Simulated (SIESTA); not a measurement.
The system is SiSe.

```
Si Se
1.0
     3.59520    0.00000    0.00000
    -1.79760    3.11353    0.00000
     0.00000    0.00000    3.59873
Si Se
1 1
Cartesian
  1.7976 1.0378 1.7994
  0.0000 0.0000 0.0000
```

The cell was built by a generator and needn't be a form met in nature.

- Program: SIESTA 5.4.2
- Task: single point
- Functional: PBE
- Potentials or basis: PseudoDojo 0.4 standard (PBE files)
- Basis: DZP (energy shift 0.003 Ry; two zetas on semicore shells)
- Grid cutoff: 500 Ry
- Energy shift: 0.003 Ry
- k mesh: 9 × 9 × 7
- Occupations: fermi-dirac, width 0.05 eV
- Spin: no spin polarisation

On this cell: pressure 3.4 GPa; largest force under 0.003 eV/Å; band gap on the k mesh none (metal or under the smearing width).

The same run follows on a disturbed copy (atoms moved at random, drawn with an rms of 0.05 Å):

```
Si Se
1.0
     3.59520    0.00000    0.00000
    -1.79760    3.11353    0.00000
     0.00000    0.00000    3.59873
Si Se
1 1
Direct
  0.66090 0.33920 0.49808
  0.00486 0.99729 0.00017
```

**Question.** What changes?

**Answer.** The energy (extrapolated to zero smearing) moves by +1.3 meV/atom; pressure 3.4 GPa; largest force 0.100 eV/Å; band gap on the k mesh none (metal or under the smearing width).

Forces in eV/Å, atoms in the order of the input:
```
Si   0.088 -0.044 -0.018
Se  -0.088  0.045  0.019
```

Stress tensor (GPa, compression positive):
```
 2.51  0.23  0.03
 0.23  2.75 -0.01
 0.03 -0.01  5.05
```

Caveats: the basis of atomic orbitals isn't converged, which shifts pressures, moduli and gaps.
